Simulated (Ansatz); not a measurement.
# AlNH4 (SMILES [H][Al]([H])[NH2]) at wB97X/STO-3G

What is the electronic atomisation energy of AlNH4 at wB97X/STO-3G? 

The calculation is run with Ansatz 0.2.0.

54 further runs of the same task are left out: 2 that didn't finish, 52 set aside as unsound or not needed.

## Step 1: The molecule

AlNH4: 6 atoms, total charge 0, spin state singlet. SMILES: `[H][Al]([H])[NH2]`. The shape comes from GFN2-xTB, which is rough for such elements, and wasn't checked as a minimum.

Bond lengths: Al1–N4 1.775 Å, Al1–H2 1.541 Å, Al1–H3 1.542 Å, N4–H5 1.014 Å, N4–H6 1.014 Å. Angles: Al1–N4–H5 127.0°, Al1–N4–H6 126.7°, H2–Al1–N4 121.7°, H3–Al1–N4 121.7°, H5–N4–H6 106.3°, H2–Al1–H3 116.6°.

## Step 2: The energy at wB97X/STO-3G

job.yaml reads:

```yaml
crystal:
  periodic: [false, false, false]
  atoms:
    - symbol: Al
      position_ang: [0.411220, 0.709780, 0.004090]
    - symbol: H
      position_ang: [1.951140, 0.754090, 0.040220]
    - symbol: H
      position_ang: [-0.317540, 2.068550, -0.020570]
    - symbol: "N"
      position_ang: [-0.477760, -0.827010, -0.006690]
    - symbol: H
      position_ang: [-0.803830, -1.337930, -0.819770]
    - symbol: H
      position_ang: [-0.763230, -1.367490, 0.802720]
basis:
  gaussian:
    orbitals: STO-3G
hamiltonian:
  xc: {name: wB97X}
accuracy: high
```

Started as:

```
$ ansatz run job.yaml --threads 1 --pin off --max-ram 2610MiB --events-out events.jsonl --progress --plain --runs-dir runs
```

The program printed:

```text
Warning: RAYON_NUM_THREADS=1 ignored (pool sized by the plan → 1); use --threads N
Functional definition: wB97X
  name "wB97X"
  parameter omega = 0.3/bohr
  parameter cx = 0.157706
  parameter cx1 = 0.726479
  parameter cx2 = 1.04760
  parameter cx3 = -5.70635
  parameter cx4 = 13.2794
  parameter css1 = -4.33879
  parameter css2 = 18.2308
  parameter css3 = -31.7430
  parameter css4 = 17.2901
  parameter cos1 = 2.37031
  parameter cos2 = -11.3995
  parameter cos3 = 6.58405
  parameter cos4 = -3.78132
  exchange = spin_sum(e_x_unif_sr(omega)*poly(b97_u_x, 1 - cx, cx1, cx2, cx3, cx4)) + cx*exact_x_sr(omega)
      + exact_x_lr(omega)
  correlation = spin_sum(e_c_pw_same_spin*poly(b97_u_same, 1, css1, css2, css3, css4))
      + integral(e_c_pw_opposite_spin*poly(b97_u_opposite, 1, cos1, cos2, cos3, cos4))
312 factors; integrals over basis functions are off by at most 1.4e-8 eV
144 factors; integrals over basis functions are off by at most 8.6e-10 eV
mean field evaluation 1: about -8050.0857 eV, gradient 2.2e1 eV
mean field evaluation 2: about -8051.3719 eV, gradient 9.9e0 eV
mean field evaluation 4: about -8051.6344 eV, gradient 2.2e-1 eV
mean field evaluation 8: about -8051.5954 eV, gradient 1.4e-3 eV
mean field evaluation 16: about -8051.5954 eV, gradient 3.2e-8 eV
mean field -8051.59536272 eV, -295.8906720126 hartree, gradient 3.2e-8 eV, S^2 0.000000; 0 other end points of the search recorded, 0 dependent functions left out
reference -8051.59536091 eV, -295.8906719462 hartree; 12, 12 occupied and 6, 6 virtual orbitals, 312 factors
Total energy: -8051.59536091 eV, -295.8906719462 hartree
```

It took 3.3 s on 1 thread of Intel Xeon Platinum 8488C (Sapphire Rapids), shared host; peak memory 0.29 GiB.

## Step 3: The Al atom at the same level

molecule.yaml reads:

```yaml
crystal:
  periodic: [false, false, false]
  atoms:
    - symbol: Al
      position_ang: [0.000000, 0.000000, 0.000000]
basis:
  gaussian:
    orbitals: STO-3G
total_charge: 0
magnetization:
  spin_polarized: true
  initial_magnetization: 1
hamiltonian:
  xc: {name: wB97X}
accuracy: high
```

Run the same way, it converges to -239.31015 Eh (log not shown).

## Step 4: The H atom at the same level

input.yaml reads:

```yaml
crystal:
  periodic: [false, false, false]
  atoms:
    - symbol: H
      position_ang: [0.000000, 0.000000, 0.000000]
basis:
  gaussian: {orbitals: STO-3G}
accuracy: high
hamiltonian: {xc: {name: wB97X}}
magnetization: {spin_polarized: true, initial_magnetization: 1}
```

Started as:

```
$ ansatz run input.yaml --threads 1 --pin off --max-ram 2610MiB --events-out events.jsonl --progress --plain --runs-dir runs
```

The program printed (excerpt; [...] marks lines left out):

```text
Warning: RAYON_NUM_THREADS=1 ignored (pool sized by the plan → 1); use --threads N
Functional definition: wB97X
  name "wB97X"
[...]
      + exact_x_lr(omega)
[...]
      + integral(e_c_pw_opposite_spin*poly(b97_u_opposite, 1, cos1, cos2, cos3, cos4))
1 factors; integrals over basis functions are off by at most 4.6e-10 eV
1 factors; integrals over basis functions are off by at most 2.9e-10 eV
[...]
mean field -12.70558344 eV, -0.4669215794 hartree, gradient 0.0e0 eV, S^2 0.750000; 0 other end points of the search recorded, 0 dependent functions left out
reference -12.70558358 eV, -0.4669215842 hartree; 1, 0 occupied and 0, 1 virtual orbitals, 1 factors
Total energy: -12.70558358 eV, -0.4669215842 hartree
```

Run time: 0.2 s. Hardware: 1 thread of Intel Xeon Platinum 8488C (Sapphire Rapids), shared host.

## Step 5: The N atom, same level

in.yaml reads:

```yaml
crystal:
  periodic: [false, false, false]
  atoms:
    - {symbol: N, position_ang: [0.000000, 0.000000, 0.000000]}
basis:
  gaussian: {orbitals: STO-3G}
magnetization: {spin_polarized: true, initial_magnetization: 3}
hamiltonian: {xc: {name: wB97X}}
accuracy: high
```

Run the same way, it converges to -53.89253 Eh (log not shown).

## Step 6: What came out

Level: wB97X/STO-3G.

| quantity | value |
| --- | --- |
| molecule: total energy | -295.89067 Eh |
| Al atom: total energy | -239.31015 Eh |
| Al atom: ⟨S²⟩ | 0.750 |
| H atom: total energy | -0.46692 Eh |
| H atom: ⟨S²⟩ | 0.750 |
| N atom: total energy | -53.89253 Eh |
| N atom: ⟨S²⟩ | 3.750 |
| electronic atomisation energy | 22.322 eV |

Taking the molecule apart into free atoms costs 22.32 eV (515 kcal/mol), before zero-point energy and without spin-orbit coupling. In a minimal basis such a difference can be off by several eV, whatever the method.
